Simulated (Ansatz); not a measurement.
# C₃H₈BN: basis-set convergence

The task here is to estimate one member of a computed series from the others.

Program: Ansatz 0.2.0, Gaussian basis. Level of theory: one geometry, several basis sets. These are calculated values, not measurements.

Plan: PBE0-D4/def2-SVP; ωB97M-V/def2-SVP; PBE0-D4/def2-QZVPP; ωB97M-V/def2-QZVPP; the functionals' def2-TZVPP values are taken from earlier runs.

**Structure used throughout**

An earlier PBE0-D4 in a triple-zeta def2 set relaxation fixed the geometry.

SMILES `BN(C)C=C`, 13 atoms, charge 0, spin multiplicity 1.

Atoms are counted from 1 here; the program's logs count them from 0.

Bond lengths: B1–N2 1.399 Å, B1–H6 1.195 Å, B1–H7 1.195 Å, N2–C3 1.449 Å, N2–C4 1.395 Å, C3–H8 1.094 Å, C3–H9 1.094 Å, C3–H10 1.087 Å, C4–C5 1.331 Å, C4–H11 1.084 Å, C5–H12 1.082 Å, C5–H13 1.081 Å. Angles: N2–B1–H6 118.5°, N2–B1–H7 119.0°, H6–B1–H7 122.5°, B1–N2–C3 122.3°, B1–N2–C4 121.2°, C3–N2–C4 116.5°, N2–C3–H8 110.7°, N2–C3–H9 110.7°, N2–C3–H10 109.1°, H8–C3–H9 108.1°, H8–C3–H10 109.1°, H9–C3–H10 109.1°, N2–C4–C5 126.4°, N2–C4–H11 112.9°, C5–C4–H11 120.7°, C4–C5–H12 123.3°, C4–C5–H13 119.4°, H12–C5–H13 117.4°.

Set-up of the first run:

Contents of in.yaml:

```yaml
crystal:
  periodic: [false, false, false]
  atoms:
    - {symbol: B, position_ang: [-0.159378, 0.370526, -1.851008]}
    - {symbol: N, position_ang: [0.038320, 0.124930, -0.488303]}
    - {symbol: C, position_ang: [1.288410, 0.426593, 0.178711]}
    - {symbol: C, position_ang: [-0.969881, -0.427908, 0.300754]}
    - {symbol: C, position_ang: [-0.894068, -0.703288, 1.600305]}
    - {symbol: H, position_ang: [-1.217949, 0.095525, -2.333181]}
    - {symbol: H, position_ang: [0.732451, 0.845650, -2.488720]}
    - {symbol: H, position_ang: [1.725996, -0.479283, 0.608866]}
    - {symbol: H, position_ang: [1.131245, 1.145073, 0.988767]}
    - {symbol: H, position_ang: [1.983074, 0.849711, -0.542939]}
    - {symbol: H, position_ang: [-1.878035, -0.630339, -0.255617]}
    - {symbol: H, position_ang: [-0.009813, -0.518613, 2.195580]}
    - {symbol: H, position_ang: [-1.749971, -1.133475, 2.101687]}
basis:
  gaussian: {orbitals: def2-SVP}
hamiltonian: {xc: pbe0, dispersion: d4}
output: {orbitals: {seedname: orbitals}}
```

Steps of the session up to this table: PBE0-D4 in def2-SVP; ωB97M-V in def2-SVP; PBE0-D4 in def2-QZVPP; ωB97M-V in def2-QZVPP.

One of the session's tables, all rows but one given; the rest of the session is left out.

It belongs to the step «Density functionals: the series». 

| functional | basis | HOMO (eV) |
| --- | --- | --- |
| PBE0-D4 | def2-SVP | -6.74 |
| PBE0-D4 | def2-TZVPP | -6.79 |
| PBE0-D4 | def2-QZVPP | -6.80 |
| ωB97M-V | def2-SVP | ? |
| ωB97M-V | def2-TZVPP | -8.95 |
| ωB97M-V | def2-QZVPP | -8.96 |

Q: Estimate the row for ωB97M-V, def2-SVP from the others.

**Answer.** HOMO (eV): -8.90. In the column «HOMO (eV)» it lies between ωB97M-V, def2-TZVPP (-8.95) and PBE0-D4, def2-QZVPP (-6.80).
